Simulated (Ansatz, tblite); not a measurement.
# (KNH2)2 ring (K₂N₂H₄): one state, many levels

One table from this session's results is given with a row withheld; the runs are named, their logs left out.

Computed with Ansatz 0.2.0, Gaussian basis. Level: as each input shows.

The runs, in order: GFN1-xTB, GFN2-xTB, PBE-D4/def2-TZVP, r2SCAN-D4/def2-TZVP, LC-ωPBE/def2-TZVP, CAM-B3LYP-D4/def2-TZVP, r2SCANh-D4/def2-TZVP, B2PLYP/def2-TZVP, ωB97M-V/def2-TZVP, B97M-V/def2-TZVP, ωB97X-V/def2-TZVP, PBE-D4/def2-SVP, PBE0-D4/def2-SVP, HF/6-31G, B3LYP-D4/6-31G, PBE0-D4/def2-TZVPD, PBE-D4/def2-TZVPD, r2SCAN-D4/def2-TZVPD, CCSD(T)/def2-TZVPP, MP2/def2-TZVP, RPA/def2-TZVP.

## The relaxed structure

The geometry is that of the singlet, from an earlier relaxation (r2SCAN-D4/def2-SVP).

8 atoms, charge 0, spin multiplicity 1.

Bond lengths: K1–N2 2.647 Å, K1–N4 2.647 Å, N2–K3 2.647 Å, N2–H5 1.031 Å, N2–H6 1.031 Å, K3–N4 2.647 Å, N4–H7 1.031 Å, N4–H8 1.031 Å. Angles: N2–K1–N4 94.8°, K1–N2–K3 85.2°, K1–N2–H5 118.3°, K1–N2–H6 118.0°, K3–N2–H5 118.2°, K3–N2–H6 118.0°, H5–N2–H6 100.3°, N2–K3–N4 94.8°, K1–N4–K3 85.2°, K1–N4–H7 118.2°, K1–N4–H8 118.0°, K3–N4–H7 118.3°, K3–N4–H8 118.1°, H7–N4–H8 100.3°.

PBE0-D4/def2-TZVP was run before; its log isn't repeated, and its numbers join the tables.

Set-up of the first run:

Tight binding, by tblite at 300 K electronic temperature and without a spin-polarisation term:

```python
tblite.interface.Calculator('GFN1-xTB', numbers, positions, charge=0, uhf=0).singlepoint()
```

Tight binding, by tblite at 300 K electronic temperature and without a spin-polarisation term:

```python
tblite.interface.Calculator('GFN2-xTB', numbers, positions, charge=0, uhf=0).singlepoint()
```

start.molden holds the orbitals of an earlier run on this state, given as this run's starting guess.

Input file in.yaml:

```yaml
crystal:
  periodic: [false, false, false]
  atoms:
    - {symbol: K, position_ang: [0.151284, -0.068674, 1.783977]}
    - {symbol: N, position_ang: [0.354509, -1.913364, -0.103692]}
    - {symbol: K, position_ang: [-0.138581, 0.071120, -1.785023]}
    - {symbol: N, position_ang: [-0.353464, 1.913553, 0.103523]}
    - {symbol: H, position_ang: [1.246908, -2.420650, -0.196317]}
    - {symbol: H, position_ang: [-0.305822, -2.704481, -0.081356]}
    - {symbol: H, position_ang: [0.297190, 2.712604, 0.082396]}
    - {symbol: H, position_ang: [-1.252013, 2.409893, 0.196493]}
basis:
  gaussian: {orbitals: def2-TZVP, initial_orbitals: start.molden}
hamiltonian: {xc: pbe, dispersion: d4}
scf: {omitted_lower_state_checks: [starts]}
output: {forces: true, orbitals: {seedname: orbitals}}
```

The run is started by

```console
> ansatz run in.yaml --threads 4 --pin off --events-out ev --progress --plain --max-ram 3916MiB
```

Steps of the session up to this table: PBE-D4/def2-TZVP; r2SCAN-D4/def2-TZVP; LC-ωPBE/def2-TZVP; CAM-B3LYP-D4/def2-TZVP; r2SCANh-D4/def2-TZVP; B2PLYP/def2-TZVP; ωB97M-V/def2-TZVP; B97M-V/def2-TZVP; ωB97X-V/def2-TZVP; PBE-D4/def2-SVP; PBE0-D4/def2-SVP; HF/6-31G; B3LYP-D4/6-31G; PBE0-D4/def2-TZVPD; PBE-D4/def2-TZVPD; r2SCAN-D4/def2-TZVPD; CCSD(T)/def2-TZVPP; MP2/def2-TZVP; RPA/def2-TZVP.

One table of the session follows, with a row left open; its other results are not shown here.

| level | HOMO (eV) | gap (eV) |
| --- | --- | --- |
| HF/6-31G | -7.04 | 7.53 |
| PBE-D4/def2-SVP | -2.83 | 1.74 |
| PBE-D4/def2-TZVP | -2.95 | 1.92 |
| PBE-D4/def2-TZVPD | ? | ? |
| r2SCAN-D4/def2-TZVP | -3.04 | 2.59 |
| r2SCAN-D4/def2-TZVPD | -3.11 | 2.62 |
| B97M-V/def2-TZVP | -3.13 | 2.17 |
| r2SCANh-D4/def2-TZVP | -3.52 | 3.18 |
| B3LYP-D4/6-31G | -3.67 | 2.92 |
| PBE0-D4/def2-SVP | -3.96 | 3.38 |
| PBE0-D4/def2-TZVP | -4.13 | 3.61 |
| PBE0-D4/def2-TZVPD | -4.19 | 3.64 |
| CAM-B3LYP-D4/def2-TZVP | -5.53 | 5.41 |
| LC-ωPBE/def2-TZVP | -6.86 | 7.35 |
| ωB97X-V/def2-TZVP | -6.51 | 7.02 |
| ωB97M-V/def2-TZVP | -6.47 | 6.42 |

Q: Estimate the row for PBE-D4/def2-TZVPD from the others.

**Answer.** HOMO (eV): -3.02; gap (eV): 1.96. In the column «HOMO (eV)» it lies between r2SCAN-D4/def2-TZVP (-3.04) and PBE-D4/def2-TZVP (-2.95).
